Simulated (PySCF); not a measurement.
**GaSi (quartet): basis, grid and Hamiltonian**

Which parts of the numerical set-up matter for GaSi (quartet)? Each run edits the base script.

Method: method and basis as typed in the scripts; program: PySCF 2.14.0.

4 further runs of the same task are left out: 4 that didn't finish.

## (1) The system as given

GaSi (quartet): 2 atoms, charge 0, spin multiplicity 4.

Bond lengths: Ga1–Si2 2.204 Å.

## (2) Base script

input.py

```python
from pyscf import gto, scf, mcscf

mol = gto.M(
    atom='Ga 0 0 0; Si 0 0 2.204',
    basis='cc-pvdz',
    charge=0,
    spin=3,
    symmetry=True,
    verbose=4,
)
mf = scf.ROHF(mol)
mf.kernel()
mc = mcscf.CASSCF(mf, 5, 3)
mc.kernel()
mc.analyze()
mf.dip_moment()
print('orbital energies (hartree):', mf.mo_energy[..., max(0, mol.nelec[1]-3):mol.nelec[0]+3].round(4))
```

Launch:

```bash
$ python input.py
```

The log of this run is left out.

Base result: E(SCF) = -2212.081671 Eh, 12 cycles, E(CAS) − E(SCF) = -0.00427 Eh, μ = 1.17 D (of the SCF density).

The bond length is a typed value, not an optimised one. The quartet is typed in the script; nothing here shows that it is the ground state.

## (3) Sbkjc (core potential on)

Edit 1 changes basis set: cc-pvdz → sbkjc; core potential: off → on. The core potential changes with it: totals don't compare.

input.py

```python
from pyscf import gto, scf, mcscf

mol = gto.M(
    atom='Ga 0 0 0; Si 0 0 2.204',
    basis='sbkjc',
    ecp={'Ga': 'sbkjc', 'Si': 'sbkjc'},
    charge=0,
    spin=3,
    symmetry=True,
    verbose=4,
)
mf = scf.ROHF(mol)
mf.kernel()
mc = mcscf.CASSCF(mf, 5, 3)
mc.kernel()
mc.analyze()
mf.dip_moment()
print('orbital energies (hartree):', mf.mo_energy[..., max(0, mol.nelec[1]-3):mol.nelec[0]+3].round(4))
```

Launch:

```bash
$ python input.py
```

## (4) 6-31g

Edit 2 changes basis set: cc-pvdz → 6-31g.

input.py: that of step 2 with these lines changed.

```diff
@@ -4,3 +4,3 @@
     atom='Ga 0 0 0; Si 0 0 2.204',
-    basis='cc-pvdz',
+    basis='6-31g',
     charge=0,
```

## (5) Ano-rcc-vdzp (X2C on)

Edit 3 changes basis set: cc-pvdz → ano-rcc-vdzp; spin-free X2C: off → on.

input.py: that of step 2 with these lines changed.

```diff
@@ -4,3 +4,3 @@
     atom='Ga 0 0 0; Si 0 0 2.204',
-    basis='cc-pvdz',
+    basis='ano-rcc-vdzp',
     charge=0,
@@ -11,2 +11,3 @@
 mf = scf.ROHF(mol)
+mf = mf.sfx2c1e()
 mf.kernel()
```

**Question.** What will these runs give? Wanted: for each run, E(SCF); from base; SCF dipole; after the SCF.

**Answer**, as computed:

```csv
run,E(SCF) (hartree),from base (eV),cycles,SCF dipole (D),functions,after the SCF
base,-2212.081671,0,12,1.17,45,CASSCF correlation -0.116 eV
sbkjc (core potential on),-260.832298,not comparable,15,1.24,39,CASSCF correlation -0.092 eV
6-31g,-2211.752788,+8.9493,12,1.19,40,CASSCF correlation -0.095 eV
ano-rcc-vdzp (X2C on),-2231.682650,not comparable,12,1.28,45,CASSCF correlation -0.120 eV
```

6-31g (40 functions) gives an energy 8.95 eV higher than cc-pvdz (45). The dearest run is “ano-rcc-vdzp (X2C on)”, at 6.8 s against 2.1 s.
